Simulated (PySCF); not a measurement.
# IrN6H18 (+3): ligand-field states, part 2 of 3

PySCF 2.14.0. Atoms count from 0.

### Step 4. Ligand-field states: state-averaged CASSCF (axial bond length × 0.95)

Job settings and geometry (Å):

```
{"job": {"kind": "lf", "basis": {"metal": "x2c-TZVPall", "ligand": "x2c-SVPall"}, "nevpt": true, "reuse": true}, "charge": 3, "metal": "Ir", "open_shell": "d6"}
Ir     0.000000     0.000000     0.000000
N      0.000000     0.000000     2.004500
H      0.942357     0.000000     2.394837
H     -0.471179     0.816105     2.394837
H     -0.471179    -0.816105     2.394837
N      0.000000     0.000000    -2.004500
H     -0.942357     0.000000    -2.394837
H      0.471179     0.816105    -2.394837
H      0.471179    -0.816105    -2.394837
N      2.110000     0.000000     0.000000
H      2.500337     0.942357     0.000000
H      2.500337    -0.471179     0.816105
H      2.500337    -0.471179    -0.816105
N     -2.110000     0.000000     0.000000
H     -2.500337    -0.942357     0.000000
H     -2.500337     0.471179     0.816105
H     -2.500337     0.471179    -0.816105
N      0.000000     2.110000     0.000000
H      0.000000     2.500337     0.942357
H      0.816105     2.500337    -0.471179
H     -0.816105     2.500337    -0.471179
N     -0.000000    -2.110000     0.000000
H     -0.000000    -2.500337    -0.942357
H      0.816105    -2.500337     0.471179
H     -0.816105    -2.500337     0.471179
```

Level: state-averaged CASSCF of the metal d shell, SC-NEVPT2 on the averaged canonical orbitals, state-interaction spin-orbit coupling.

Log:

```text
basis functions 255, electrons 134, active (6e, 5o)
start from the orbitals of the previous structure
stage 1: DIIS on the effective Fock matrix, level shift 0.30
cycle   1  E = -18158.8731846850  dE = -1.816e+04  max|g| = 5.909e+01
cycle   2  E = -18162.3345205247  dE = -3.461e+00  max|g| = 2.644e-01
cycle   3  E = -18162.4279595070  dE = -9.344e-02  max|g| = 8.223e-02
cycle   4  E = -18162.4367750833  dE = -8.816e-03  max|g| = 3.552e-02
cycle   5  E = -18162.4390724175  dE = -2.297e-03  max|g| = 1.695e-02
cycle   6  E = -18162.4394825699  dE = -4.102e-04  max|g| = 8.513e-03
cycle   7  E = -18162.4395774646  dE = -9.489e-05  max|g| = 4.916e-03
cycle   8  E = -18162.4396060092  dE = -2.854e-05  max|g| = 2.206e-03
cycle   9  E = -18162.4396125938  dE = -6.585e-06  max|g| = 9.127e-04
cycle  10  E = -18162.4396139847  dE = -1.391e-06  max|g| = 3.845e-04
cycle  11  E = -18162.4396142541  dE = -2.693e-07  max|g| = 2.359e-04
cycle  12  E = -18162.4396143249  dE = -7.079e-08  max|g| = 1.367e-04
cycle  13  E = -18162.4396143466  dE = -2.177e-08  max|g| = 7.354e-05
cycle  14  E = -18162.4396143530  dE = -6.341e-09  max|g| = 3.730e-05
cycle  15  E = -18162.4396143546  dE = -1.623e-09  max|g| = 1.835e-05
cycle  16  E = -18162.4396143550  dE = -3.747e-10  max|g| = 8.703e-06
converged average energy = -18162.4396143550

 mult deg   label        CASSCF/cm-1   NEVPT2/cm-1
   1   1   1Ag                 0.0           0.0
   3   1   3Ag             29757.9       37756.5
   3   1   3Ag             31994.3       39532.0
   3   1   3Ag             32145.0       39715.9
   1   1   1Ag             34987.9       42454.3
   1   1   1Ag             38599.4       45590.9
   1   1   1Ag             38647.6       45665.6
   3   1   3Ag             38862.0       45820.6
   3   1   3Ag             38984.1       45967.2
   3   1   3Ag             41545.6       48181.8
   1   1   1Ag             46633.0       52274.6
   1   1   1Ag             46680.0       52343.6
   1   1   1Ag             51978.3       57113.8
   5   1   5Ag             58655.8       74556.9
   5   1   5Ag             58983.6       74948.8
   5   1   5Ag             59215.6       75085.8
   3   1   3Ag             68397.7       81717.9
   3   1   3Ag             68531.9       81884.1
   3   1   3Ag             72418.0       86227.7
   3   1   3Ag             73355.5       87142.8
   3   1   3Ag             73525.6       87326.9
   3   1   3Ag             74371.8       87771.9
   1   1   1Ag             74636.1       87826.8
   3   1   3Ag             75531.7       89109.8
   3   1   3Ag             75665.7       89246.3
   3   1   3Ag             76646.4       90443.1
   1   1   1Ag             77455.7       90465.4
   1   1   1Ag             77429.8       90476.9
   3   1   3Ag             77496.5       90496.3
   3   1   3Ag             78707.9       90604.1
   3   1   3Ag             76841.3       90713.8
   3   1   3Ag             78940.1       91044.5
   3   1   3Ag             79007.1       91270.7
   1   1   1Ag             79689.7       92444.7
   1   1   1Ag             82193.4       94019.8
   1   1   1Ag             82205.3       94062.3
   1   1   1Ag             82915.9       95185.6
   1   1   1Ag             83316.7       95327.7
   3   1   3Ag             86801.3       96503.8
   1   1   1Ag             86089.8       97670.2
   1   1   1Ag             86597.5       97752.9
   1   1   1Ag             87461.7       98619.9
   1   1   1Ag             88384.5       99542.4
   1   1   1Ag             88523.2       99705.0
   3   1   3Ag             90889.6      103179.5
   3   1   3Ag             94446.2      103272.8
   3   1   3Ag             94604.3      103449.4
   1   1   1Ag             94516.9      104567.7
   1   1   1Ag             96672.9      105939.8
   1   1   1Ag             96263.0      106505.8
   1   1   1Ag            103600.5      112178.2
   1   1   1Ag            103746.7      112345.9
   1   1   1Ag            108731.4      116300.4
   1   1   1Ag            108543.6      117300.7
   5   1   5Ag             97571.4      118008.3
   5   1   5Ag            103739.6      123916.7
   1   1   1Ag            118203.1      126473.6
   3   1   3Ag            111139.7      129612.2
   3   1   3Ag            114627.5      133438.0
   3   1   3Ag            115338.1      133960.7

spin-orbit levels / cm-1
      0.00  x1  1Ag 0.96
  35514.76  x1  3Ag 0.49 3Ag 0.24 3Ag 0.23
  36544.37  x1  3Ag 0.63 3Ag 0.28 1Ag 0.04
  36598.42  x1  3Ag 0.65 3Ag 0.26 1Ag 0.04
  36964.17  x1  3Ag 0.39 3Ag 0.35 1Ag 0.19
  40689.83  x1  3Ag 0.33 3Ag 0.32 3Ag 0.12
  40953.58  x1  3Ag 0.41 3Ag 0.36 3Ag 0.09
  41512.25  x1  3Ag 0.62 3Ag 0.23 3Ag 0.05
  41569.96  x1  3Ag 0.62 3Ag 0.22 3Ag 0.06
  41872.25  x1  3Ag 0.44 3Ag 0.26 3Ag 0.20
  43498.46  x1  3Ag 0.35 1Ag 0.27 3Ag 0.17
  43507.94  x1  3Ag 0.35 1Ag 0.27 3Ag 0.18
  44687.79  x1  1Ag 0.70 3Ag 0.17 3Ag 0.05
  44903.25  x1  3Ag 0.25 3Ag 0.22 3Ag 0.22
  45862.88  x1  3Ag 0.41 3Ag 0.36 3Ag 0.10
  48236.12  x1  1Ag 0.59 3Ag 0.34
  48337.76  x1  1Ag 0.58 3Ag 0.34
  48517.49  x1  3Ag 0.49 3Ag 0.44
  48656.82  x1  3Ag 0.46 3Ag 0.45 1Ag 0.05
  50447.22  x1  3Ag 0.71 3Ag 0.19 1Ag 0.05
  50497.63  x1  3Ag 0.71 3Ag 0.20 1Ag 0.05
  50800.43  x1  3Ag 0.74 3Ag 0.13 3Ag 0.11
  53776.88  x1  1Ag 0.88 3Ag 0.04
  53850.04  x1  1Ag 0.89 3Ag 0.05
  58252.79  x1  1Ag 0.93
  72760.66  x1  5Ag 0.41 5Ag 0.27 5Ag 0.26
  72793.42  x1  5Ag 0.36 5Ag 0.33 5Ag 0.26
  72811.92  x1  5Ag 0.35 5Ag 0.33 5Ag 0.27
  75333.05  x1  5Ag 0.70 5Ag 0.13 5Ag 0.13
  75337.68  x1  5Ag 0.70 5Ag 0.15 5Ag 0.12
```

Run time: 45 s. Hardware: 1 thread of AMD EPYC 7R43, shared host; peak memory 0.73 GiB.

Warnings kept with the result: strongly covalent, metal-shell active space is small for this complex.

Key values:

| quantity | value |
| --- | --- |
| spin-orbit constant ζ | 3764 cm⁻¹ |

Powder susceptibility:

| T (K) | χT (cm³ K/mol) | μ(eff) |
| --- | --- | --- |
| 2 | 0.000 | 0.02 |
| 20 | 0.001 | 0.08 |
| 100 | 0.004 | 0.17 |
| 300 | 0.011 | 0.29 |

### Step 5. Ligand-field states: state-averaged CASSCF (axial bond length × 1.05)

Settings changed since step 4:

```diff
@@ -2,10 +2,10 @@
 Ir     0.000000     0.000000     0.000000
-N      0.000000     0.000000     2.004500
-H      0.942357     0.000000     2.394837
-H     -0.471179     0.816105     2.394837
-H     -0.471179    -0.816105     2.394837
-N      0.000000     0.000000    -2.004500
-H     -0.942357     0.000000    -2.394837
-H      0.471179     0.816105    -2.394837
-H      0.471179    -0.816105    -2.394837
+N      0.000000     0.000000     2.215500
+H      0.942357     0.000000     2.605837
+H     -0.471179     0.816105     2.605837
+H     -0.471179    -0.816105     2.605837
+N      0.000000     0.000000    -2.215500
+H     -0.942357     0.000000    -2.605837
+H      0.471179     0.816105    -2.605837
+H      0.471179    -0.816105    -2.605837
 N      2.110000     0.000000     0.000000
```

Method: state-averaged CASSCF of the metal d shell, SC-NEVPT2 on the averaged canonical orbitals, state-interaction spin-orbit coupling.

Log:

```text
basis functions 255, electrons 134, active (6e, 5o)
start from the orbitals of the previous structure
stage 1: DIIS on the effective Fock matrix, level shift 0.30
cycle   1  E = -18157.4848020642  dE = -1.816e+04  max|g| = 4.783e+01
cycle   2  E = -18162.3117743479  dE = -4.827e+00  max|g| = 3.283e-01
cycle   3  E = -18162.4923192932  dE = -1.805e-01  max|g| = 1.636e-01
cycle   4  E = -18162.5134365026  dE = -2.112e-02  max|g| = 7.102e-02
cycle   5  E = -18162.5190248270  dE = -5.588e-03  max|g| = 3.463e-02
cycle   6  E = -18162.5202530448  dE = -1.228e-03  max|g| = 1.447e-02
cycle   7  E = -18162.5205454655  dE = -2.924e-04  max|g| = 7.738e-03
cycle   8  E = -18162.5206203166  dE = -7.485e-05  max|g| = 3.172e-03
cycle   9  E = -18162.5206347614  dE = -1.444e-05  max|g| = 1.521e-03
cycle  10  E = -18162.5206371890  dE = -2.428e-06  max|g| = 7.968e-04
cycle  11  E = -18162.5206375650  dE = -3.760e-07  max|g| = 4.165e-04
cycle  12  E = -18162.5206376421  dE = -7.702e-08  max|g| = 2.164e-04
cycle  13  E = -18162.5206376617  dE = -1.963e-08  max|g| = 1.108e-04
cycle  14  E = -18162.5206376667  dE = -5.046e-09  max|g| = 5.609e-05
cycle  15  E = -18162.5206376679  dE = -1.186e-09  max|g| = 2.789e-05
cycle  16  E = -18162.5206376682  dE = -2.874e-10  max|g| = 1.364e-05
cycle  17  E = -18162.5206376683  dE = -5.457e-11  max|g| = 6.615e-06
converged average energy = -18162.5206376683

 mult deg   label        CASSCF/cm-1   NEVPT2/cm-1
   1   1   1Ag                 0.0           0.0
   3   1   3Ag             24141.2       32082.5
   3   1   3Ag             24361.1       32337.3
   3   1   3Ag             28556.5       35610.0
   1   1   1Ag             30065.5       37455.5
   1   1   1Ag             30244.5       37666.6
   3   1   3Ag             29877.5       37820.4
   3   1   3Ag             34238.6       41406.2
   3   1   3Ag             34466.1       41666.1
   1   1   1Ag             35088.8       42478.0
   1   1   1Ag             37715.5       43510.8
   1   1   1Ag             43924.9       49739.9
   1   1   1Ag             44099.1       49940.3
   5   1   5Ag             46183.7       62318.2
   5   1   5Ag             46455.0       62611.0
   5   1   5Ag             46601.2       62722.8
   3   1   3Ag             55666.7       69162.6
   3   1   3Ag             59454.6       73264.4
   3   1   3Ag             59613.8       73398.6
   3   1   3Ag             61018.3       75075.4
   3   1   3Ag             61813.1       75623.8
   3   1   3Ag             61969.3       75813.7
   3   1   3Ag             63465.7       76839.9
   3   1   3Ag             63579.1       76890.7
   1   1   1Ag             64117.5       77118.2
   3   1   3Ag             64812.3       77275.8
   1   1   1Ag             64432.4       77686.2
   3   1   3Ag             64375.2       78441.3
   3   1   3Ag             64618.9       78739.6
   3   1   3Ag             64653.6       78804.7
   3   1   3Ag             66693.1       79021.6
   3   1   3Ag             66643.1       79087.5
   1   1   1Ag             67171.5       80141.4
   1   1   1Ag             67451.6       80581.5
   1   1   1Ag             67659.9       80833.3
   1   1   1Ag             71887.7       83604.3
   1   1   1Ag             71876.4       83623.5
   1   1   1Ag             72180.7       83867.0
   1   1   1Ag             73811.1       85843.0
   1   1   1Ag             74371.9       86257.9
   1   1   1Ag             73768.1       86286.4
   1   1   1Ag             76021.0       87460.4
   1   1   1Ag             76071.1       87481.6
   3   1   3Ag             77582.6       87551.0
   3   1   3Ag             77756.6       87761.2
   3   1   3Ag             78410.9       91388.6
   1   1   1Ag             81501.1       91946.5
   3   1   3Ag             84144.0       93617.4
   1   1   1Ag             85042.1       96006.2
   1   1   1Ag             86924.7       96745.5
   1   1   1Ag             87092.5       96950.6
   5   1   5Ag             79143.8       99797.6
   1   1   1Ag             92593.7      102326.0
   1   1   1Ag             93042.8      102718.8
   5   1   5Ag             84930.5      105552.1
   1   1   1Ag             97910.0      108023.5
   3   1   3Ag             93192.3      111857.9
   1   1   1Ag            104175.2      115322.0
   3   1   3Ag             96607.9      115534.7
   3   1   3Ag             96718.4      115670.1

spin-orbit levels / cm-1
      0.00  x1  1Ag 0.94
  29526.28  x1  3Ag 0.41 3Ag 0.38 3Ag 0.17
  30485.87  x1  3Ag 0.48 3Ag 0.44 1Ag 0.04
  30821.56  x1  3Ag 0.64 3Ag 0.20 1Ag 0.11
  30961.78  x1  3Ag 0.62 3Ag 0.21 1Ag 0.12
  34663.12  x1  3Ag 0.31 3Ag 0.28 3Ag 0.23
  35009.00  x1  3Ag 0.45 3Ag 0.43 3Ag 0.03
  35906.54  x1  3Ag 0.36 3Ag 0.16 1Ag 0.15
  35941.80  x1  3Ag 0.36 1Ag 0.15 3Ag 0.15
  37062.00  x1  3Ag 0.35 3Ag 0.17 3Ag 0.15
  38074.01  x1  3Ag 0.49 3Ag 0.24 3Ag 0.13
  38078.01  x1  3Ag 0.60 3Ag 0.16 3Ag 0.11
  38130.53  x1  3Ag 0.53 3Ag 0.22 3Ag 0.15
  38313.86  x1  3Ag 0.28 3Ag 0.28 1Ag 0.23
  40127.46  x1  1Ag 0.64 3Ag 0.19 3Ag 0.12
  40273.54  x1  1Ag 0.65 3Ag 0.18 3Ag 0.12
  42752.53  x1  3Ag 0.36 3Ag 0.33 3Ag 0.25
  43663.69  x1  3Ag 0.76 3Ag 0.14 1Ag 0.05
  43870.19  x1  3Ag 0.77 3Ag 0.14 1Ag 0.05
  44510.97  x1  3Ag 0.35 1Ag 0.32 3Ag 0.29
  44932.85  x1  3Ag 0.53 3Ag 0.43
  45154.51  x1  1Ag 0.60 3Ag 0.18 3Ag 0.15
  45507.89  x1  1Ag 0.68 3Ag 0.20 3Ag 0.08
  51040.41  x1  1Ag 0.91
  51228.33  x1  1Ag 0.92
  60704.19  x1  5Ag 0.40 5Ag 0.27 5Ag 0.27
  60730.15  x1  5Ag 0.36 5Ag 0.31 5Ag 0.26
  60738.92  x1  5Ag 0.36 5Ag 0.31 5Ag 0.27
  63396.71  x1  5Ag 0.63 5Ag 0.22 5Ag 0.11
  63401.88  x1  5Ag 0.66 5Ag 0.15 5Ag 0.15
```

Wall time 45 s (1 thread of AMD EPYC 7R43, shared host); peak memory 0.74 GiB.

Warnings kept with the result: strongly covalent, metal-shell active space is small for this complex.

From this job:

| quantity | value |
| --- | --- |
| spin-orbit constant ζ | 3790 cm⁻¹ |

Powder susceptibility:

| T (K) | χT (cm³ K/mol) | μ(eff) |
| --- | --- | --- |
| 2 | 0.000 | 0.03 |
| 20 | 0.001 | 0.09 |
| 100 | 0.005 | 0.19 |
| 300 | 0.014 | 0.34 |

(Continued in part 3 of 3.)
